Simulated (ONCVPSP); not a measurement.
# Hf: generating and testing an ONCV potential

Do these settings give a usable potential? It is generated, then checked for transferability, scattering, ghosts and hardness.

Program: ONCVPSP 4.0.1. Reference atom: PBE, scalar-relativistic, spherical and spin-unpolarised. All values are calculated.

**1. The atom and the settings**

Typed settings, in words:

```
element                 : hafnium (Hf, Z = 72)
type                    : optimised norm-conserving Vanderbilt (ONCV)
frozen core             : [Kr] 4d10 4f14
valence charge          : 12
reference configuration : 5s2 5p6 5d2 6s1 6p1
partial waves           : 5s+6s: rc 1.85 bohr, ncon 4, nbas 7, qcut 7.4 1/bohr, 2 projectors; 5p+6p: rc 2.15 bohr, ncon 5, nbas 8, qcut 6.1 1/bohr, 2 projectors; 5d: rc 2.40 bohr, ncon 4, nbas 9, qcut 6.3 1/bohr, 2 projectors, debl 0.4 Ha; f scattering state at 0.19 Ha: rc 2.00 bohr, ncon 4, nbas 7, qcut 5.4 1/bohr, 1 projector
local potential         : polynomial inside 1.45 bohr (lpopt 5, dvloc0 0 Ha)
core correction         : Teter function, fcfact 3.75, rcfact 1.2
```

The nodes and maxima of the atom's own shells, from an earlier all-electron run, set the scale for the radii.

All-electron outer shells of the reference configuration (PBE, scalar-relativistic, ld1.x):

| shell | level (eV) | outermost node (bohr) | outermost maximum (bohr) |
| --- | --- | --- | --- |
| 4d | -208.14 | 0.23 | 0.47 |
| 5s | -68.49 | 0.55 | 1.01 |
| 5p | -37.04 | 0.60 | 1.16 |
| 4f | -18.30 | – | 0.45 |
| 6s | -6.00 | 1.36 | 2.85 |
| 5d | -3.88 | 0.67 | 1.67 |
| 6p | -2.06 | 1.65 | 3.95 |

**2. Generating the potential**

Contents of Hf.dat:

```
# ATOM AND REFERENCE CONFIGURATION
# atsym  z   nc   nv     iexc    psfile
  Hf 72.00   10    5        4      upf
#
#   n    l    f
    1    0    2.00
    2    0    2.00
    2    1    6.00
    3    0    2.00
    3    1    6.00
    3    2   10.00
    4    0    2.00
    4    1    6.00
    4    2   10.00
    4    3   14.00
    5    0    2.00
    5    1    6.00
    5    2    2.00
    6    0    1.00
    6    1    1.00
#
# PSEUDOPOTENTIAL AND OPTIMIZATION
# lmax
    3
#
#   l,   rc,      ep,       ncon, nbas, qcut
    0    1.85    0.00    4    7    7.40
    1    2.15    0.00    5    8    6.10
    2    2.40    0.00    4    9    6.30
    3    2.00    0.19    4    7    5.40
#
# LOCAL POTENTIAL
# lloc, lpopt,  rc(5),   dvloc0
    4    5    1.45    0.00
#
# VANDERBILT-KLEINMAN-BYLANDER PROJECTORs
# l, nproj, debl
    0    2    3.00
    1    2    2.70
    2    2    0.40
    3    1    2.50
#
# MODEL CORE CHARGE
# icmod, fcfact, rcfact
    3    3.75    1.20
#
# LOG DERIVATIVE ANALYSIS
# epsh1, epsh2, depsh
   -4.00    5.00    0.02
#
# OUTPUT GRID
# rlmax, drl
    6.00    0.01
#
# TEST CONFIGURATIONS
# ncnf
    4
# nvcnf
#   n    l    f
    5
    5    0    2.00
    5    1    6.00
    5    2    2.00
    6    0    2.00
    6    1    0.00
#
    5
    5    0    2.00
    5    1    6.00
    5    2    2.00
    6    0    1.00
    6    1    0.00
#
    5
    5    0    2.00
    5    1    6.00
    5    2    2.00
    6    0    0.00
    6    1    0.00
#
    5
    5    0    2.00
    5    1    6.00
    5    2    3.00
    6    0    1.00
    6    1    0.00
#
```

On the command line:

```console
oncvpsp.x < Hf.dat > Hf.out
```

What does the calculation give? Wanted: cutoffs for 1 and 0.1 mHa per electron, occupied waves; bound ghosts; GHOST(+) flags; largest test error; largest phase difference near zero energy, channels read; rms error of d²Exc/dn², without and with the model core.

The runs gave:

```
                                                quantity                             value
  cutoffs for 1 and 0.1 mHa per electron, occupied waves                   18 Ha and 21 Ha
                                            bound ghosts                        none found
                                          GHOST(+) flags                none at low energy
                            largest test error (AE − PS)  +11 meV, for 5s2 5p6 5d2 6s0 6p0
largest phase difference near zero energy, channels read                         0.058 rad
 rms error of d²Exc/dn², without and with the model core                 5.27 and 1.89 mHa
```

By total energies transferability is good: the largest error is 11 meV on 18.3 eV, for 5s2 5p6 5d2 6s0 6p0. The potential is of middling hardness: the looser tolerance needs 18 Ha. It is free of bound ghosts as far as tested. Near zero energy the largest phase difference among the channels read is 0.06 rad, in the f channel. Note that the frozen 4f shell (-18 eV) lies no deeper than the valence 5s shell (-68 eV). These are tests on the free atom; a crystal test is still owed.
